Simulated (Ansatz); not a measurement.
**CH₄BrSi+: single points off equilibrium**

One table from this session's results is given with a row withheld; the runs are named, their logs left out.

The runs use Ansatz 0.2.0, Gaussian basis; single points in def2-TZVPP.

Cores are frozen in the correlated methods. Filled d shells of the heavier atoms are correlated.

## The starting structure

SMILES `C[SiH+]Br`, 7 atoms, charge 1, spin multiplicity 1.

Atoms are counted from 1 here; the program's logs count them from 0.

Bond lengths: C1–Si2 1.879 Å, C1–H4 1.071 Å, C1–H5 1.083 Å, C1–H6 1.089 Å, Si2–Br3 2.164 Å, Si2–H7 1.456 Å. Angles: Si2–C1–H4 112.9°, Si2–C1–H5 109.7°, Si2–C1–H6 109.3°, H4–C1–H5 109.3°, H4–C1–H6 107.7°, H5–C1–H6 107.8°, C1–Si2–Br3 119.6°, C1–Si2–H7 126.2°, Br3–Si2–H7 114.2°.

As a file:

```xyz
7
charge 1, multiplicity 1
C    -0.7435    0.4719   -0.2877
Si    0.8728   -0.2969    0.2859
Br    0.9189   -2.3811    0.8676
H    -0.6419    1.5046   -0.5543
H    -1.4907    0.3746    0.4907
H    -1.1059   -0.0623   -1.1644
H     2.1629    0.3725    0.3640
```

The first run:

run/in.yaml

```yaml
crystal:
  periodic: [false, false, false]
  atoms:
    - {symbol: C, position_ang: [-0.743500, 0.471900, -0.287700]}
    - {symbol: Si, position_ang: [0.872800, -0.296900, 0.285900]}
    - {symbol: Br, position_ang: [0.918900, -2.381100, 0.867600]}
    - {symbol: H, position_ang: [-0.641900, 1.504600, -0.554300]}
    - {symbol: H, position_ang: [-1.490700, 0.374600, 0.490700]}
    - {symbol: H, position_ang: [-1.105900, -0.062300, -1.164400]}
    - {symbol: H, position_ang: [2.162900, 0.372500, 0.364000]}
basis:
  gaussian: {orbitals: def2-TZVPP}
total_charge: 1
correlation: {method: ccsd_t}
output: {forces: true}
```

The command line of these runs was not kept.

Steps of the session up to this table: CCSD(T)/def2-TZVPP; PBE0-D4/def2-TZVPP; wB97M-V/def2-TZVPP; r2SCAN-D4/def2-TZVPP; PBE-D4/def2-TZVPP; CAM-B3LYP-D4/def2-TZVPP; r2SCANh-D4/def2-TZVPP.

One table of the session follows, with a row left open; its other results are not shown here.

```
      method  RMS force component (eV/Å)  angle to CCSD(T) forces (°)
     CCSD(T)                       0.471                    reference
     PBE0-D4                           ?                            ?
     wB97M-V                       0.495                          6.8
   r2SCAN-D4                       0.517                          8.8
      PBE-D4                       0.535                         18.1
CAM-B3LYP-D4                       0.503                          7.2
  r2SCANh-D4                       0.519                          7.8
```

Q: Estimate the row for PBE0-D4 from the others.

The run gave: RMS force component (eV/Å): 0.528; angle to CCSD(T) forces (°): 6.9. In the column «RMS force component (eV/Å)» it lies between r2SCANh-D4 (0.519) and PBE-D4 (0.535).
